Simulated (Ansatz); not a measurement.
Geometry optimisation, Ansatz 0.2.0, DFT PBE-D3(BJ), scalar-relativistic, plane waves, PAW.

Input file:

```yaml
crystal:
  lattice:
    - [8.1, 0.0, 0.0]
    - [0.0, 8.1, 0.0]
    - [0.0, 0.0, 8.1]
  atoms:
    - { symbol: Al, position: [0.5, 0.0, 0.0] }
    - { symbol: Al, position: [0.75, 0.25, 0.0] }
    - { symbol: Al, position: [0.75, 0.0, 0.25] }
    - { symbol: Al, position: [0.0, 0.0, 0.0] }
    - { symbol: Al, position: [0.25, 0.25, 0.0] }
    - { symbol: Al, position: [0.5, 0.5, 0.0] }
    - { symbol: Al, position: [0.75, 0.75, 0.0] }
    - { symbol: Al, position: [0.25, 0.0, 0.25] }
    - { symbol: Al, position: [0.5, 0.25, 0.25] }
    - { symbol: Al, position: [0.75, 0.5, 0.25] }
    - { symbol: Al, position: [0.5, 0.0, 0.5] }
    - { symbol: Al, position: [0.75, 0.25, 0.5] }
    - { symbol: Al, position: [0.75, 0.0, 0.75] }
    - { symbol: Al, position: [0.0, 0.5, 0.0] }
    - { symbol: Al, position: [0.25, 0.75, 0.0] }
    - { symbol: Al, position: [0.0, 0.25, 0.25] }
    - { symbol: Al, position: [0.25, 0.5, 0.25] }
    - { symbol: Al, position: [0.5, 0.75, 0.25] }
    - { symbol: Al, position: [0.0, 0.0, 0.5] }
    - { symbol: Al, position: [0.25, 0.25, 0.5] }
    - { symbol: Al, position: [0.5, 0.5, 0.5] }
    - { symbol: Al, position: [0.75, 0.75, 0.5] }
    - { symbol: Al, position: [0.25, 0.0, 0.75] }
    - { symbol: Al, position: [0.5, 0.25, 0.75] }
    - { symbol: Al, position: [0.75, 0.5, 0.75] }
    - { symbol: Al, position: [0.0, 0.75, 0.25] }
    - { symbol: Al, position: [0.0, 0.5, 0.5] }
    - { symbol: Al, position: [0.25, 0.75, 0.5] }
    - { symbol: Al, position: [0.0, 0.25, 0.75] }
    - { symbol: Al, position: [0.25, 0.5, 0.75] }
    - { symbol: Al, position: [0.5, 0.75, 0.75] }
    - { symbol: Al, position: [0.0, 0.75, 0.75] }
    - { symbol: O, position: [-0.00089269, 0.24613808, 0.49975049] }
basis:
  ecutwfc: 420.0
kpoints:
  mp_grid: { grid: [3, 3, 3] }
hamiltonian:
  xc: pbe
  dispersion: d3bj
  pseudopotentials: { kind: paw, azcp: { folder: soft_1 } }
scf:
  occupations: { method: fermi_dirac, width: 0.1 }
  lower_state_search: "off"
relax:
  f_tol: 0.03
  max_steps: 60
  adjacent_minimum: "off"
output:
  write_density: true
  write_potential: true
  elf: true
  volumetric_format: npy
```

Run as:

```bash
$ ansatz run input.yaml --threads 4 --pin off --max-ram 10240MiB --backend cpu --events-out ev --progress --plain --runs-dir out
```

**Question.** Where does it end, and by what steps?

**Answer.** The run converged. Limits of this set-up: coarse k mesh, a small cell, in which the defect meets its images, a typed lattice constant that wasn't relaxed here. After 15 steps the energy has fallen by 1.764 eV; O33 moved furthest, 1.68 Å. Parted: Al20–O33 (2.03 → 3.38 Å), Al27–O33 (2.06 → 3.38 Å), Al29–O33 (2.03 → 3.38 Å). Joined: Al3–O33 (3.48 → 1.90 Å).

| step | energy less start (eV) | largest force component (eV/Å) | accepted |
| --- | --- | --- | --- |
| 0 | 0.0000 | 1.124 | yes |
| 1 | -0.2384 | 0.550 | yes |
| 2 | -0.3192 | 0.123 | yes |
| 3 | -0.3211 | 0.154 | yes |
| 4 | -0.3282 | 0.248 | yes |
| 5 | -0.4076 | 0.496 | yes |
| 6 | -0.5241 | 0.413 | yes |
| 7 | -0.6447 | 0.353 | yes |
| 8 | -0.7559 | 0.531 | yes |
| 9 | -0.8658 | 0.786 | yes |
| 10 | -1.1034 | 0.892 | yes |
| 11 | -1.3083 | 0.739 | yes |
| 12 | -1.5347 | 0.650 | yes |
| 13 | -1.7611 | 0.032 | yes |
| 14 | -1.7611 | 0.032 | yes |
| 15 | -1.7637 | 0.003 | yes |

```xyz
33
Lattice="8.1000 0.0000 0.0000 0.0000 8.1000 0.0000 0.0000 0.0000 8.1000" Properties=species:S:1:pos:R:3
Al 4.056 0.031 0.006
Al 6.099 2.061 0.009
Al 6.023 -0.053 1.972
Al 0.037 0.024 0.010
Al 2.080 2.053 0.006
Al 4.071 4.089 0.022
Al 6.107 6.081 0.007
Al 2.077 0.024 2.050
Al 4.059 2.061 2.049
Al 6.100 4.102 2.050
Al 4.059 0.024 4.086
Al 6.022 2.138 4.163
Al 6.100 0.024 6.127
Al 0.029 4.104 0.006
Al 2.065 6.096 0.022
Al 0.113 2.138 1.972
Al 2.079 4.103 2.057
Al 4.057 6.081 2.057
Al 0.114 -0.054 4.163
Al 2.077 2.061 4.086
Al 4.056 4.104 4.080
Al 6.099 6.084 4.086
Al 2.079 0.031 6.129
Al 4.056 2.053 6.130
Al 6.106 4.103 6.129
Al 0.036 6.083 2.049
Al 0.036 4.101 4.086
Al 2.080 6.081 4.080
Al 0.036 2.061 6.127
Al 2.064 4.088 6.115
Al 4.072 6.096 6.115
Al 0.029 6.081 6.130
O -0.982 1.043 3.069
```

Whether the end is a true minimum wasn't checked by a vibrational analysis.

Time of the run: 4.7 min on 4 threads of Arm Neoverse V1, with other jobs on the host, peak memory 1.6 GiB.
